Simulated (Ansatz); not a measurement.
# C3H5BS: how energies converge with the basis set

Aim: see how fast density functionals converge with the basis set for C3H5BS.

The runs use Ansatz 0.2.0, Gaussian basis; one geometry, several basis sets.

Levels to be run: PBE0-D4/def2-SVP; ωB97M-V/def2-SVP; PBE0-D4/def2-QZVPP; ωB97M-V/def2-QZVPP; the functionals' def2-TZVPP values are taken from earlier runs.

## 1. The relaxed structure

All runs share one geometry, relaxed beforehand with PBE0-D4 in a triple-zeta def2 set.

SMILES `BC1=C(S)C1`, 10 atoms, charge 0, spin multiplicity 1.

Atoms are counted from 1 here; the program's logs count them from 0.

Bond lengths: B1–C2 1.501 Å, B1–H6 1.198 Å, B1–H7 1.195 Å, C2–C3 1.320 Å, C2–C5 1.518 Å, C3–S4 1.683 Å, C3–C5 1.476 Å, S4–H8 1.347 Å, C5–H9 1.090 Å, C5–H10 1.090 Å. Angles: C2–B1–H6 118.9°, C2–B1–H7 121.2°, H6–B1–H7 119.9°, B1–C2–C3 147.7°, B1–C2–C5 150.0°, C3–C2–C5 62.2°, C2–C3–S4 153.1°, C2–C3–C5 65.5°, S4–C3–C5 141.4°, C3–S4–H8 97.3°, C2–C5–C3 52.3°, C2–C5–H9 119.8°, C2–C5–H10 119.8°, C3–C5–H9 118.6°, C3–C5–H10 118.6°, H9–C5–H10 114.1°.

## 2. PBE0-D4 in def2-SVP

File in.yaml:

```yaml
crystal:
  periodic: [false, false, false]
  atoms:
    - {symbol: B, position_ang: [-0.775561, 1.590062, -0.371240]}
    - {symbol: C, position_ang: [0.060637, 0.371151, -0.111336]}
    - {symbol: C, position_ang: [0.101134, -0.899572, 0.243118]}
    - {symbol: S, position_ang: [-0.610356, -2.347755, 0.723266]}
    - {symbol: C, position_ang: [1.418823, -0.305019, -0.056492]}
    - {symbol: H, position_ang: [-1.963173, 1.517589, -0.232561]}
    - {symbol: H, position_ang: [-0.277770, 2.622084, -0.711422]}
    - {symbol: H, position_ang: [-1.887327, -1.917674, 0.730295]}
    - {symbol: H, position_ang: [1.920639, -0.587992, -0.981527]}
    - {symbol: H, position_ang: [2.096054, -0.093975, 0.770800]}
basis:
  gaussian: {orbitals: def2-SVP}
hamiltonian: {xc: pbe0, dispersion: d4}
output: {orbitals: {seedname: orbitals}}
```

The run is started by

```bash
ansatz run in.yaml --threads 2 --pin off --events-out ev --progress --plain --max-ram 4352MiB
```

After this run come: ωB97M-V in def2-SVP; PBE0-D4 in def2-QZVPP; ωB97M-V in def2-QZVPP.

Q: Predict the results of all the runs planned. Wanted: PBE0-D4: double and triple zeta above quadruple; ωB97M-V: double and triple zeta above quadruple.

As calculated:

| quantity | value |
| --- | --- |
| PBE0-D4: double and triple zeta above quadruple | 8.45, 0.54 eV |
| ωB97M-V: double and triple zeta above quadruple | 8.61, 0.50 eV |

What this shows: For PBE0-D4 the step from double to triple zeta gains 7.91 eV and the next only 0.54 eV. These are total energies; as a rule much of such shifts cancels in differences, which this series doesn't test.
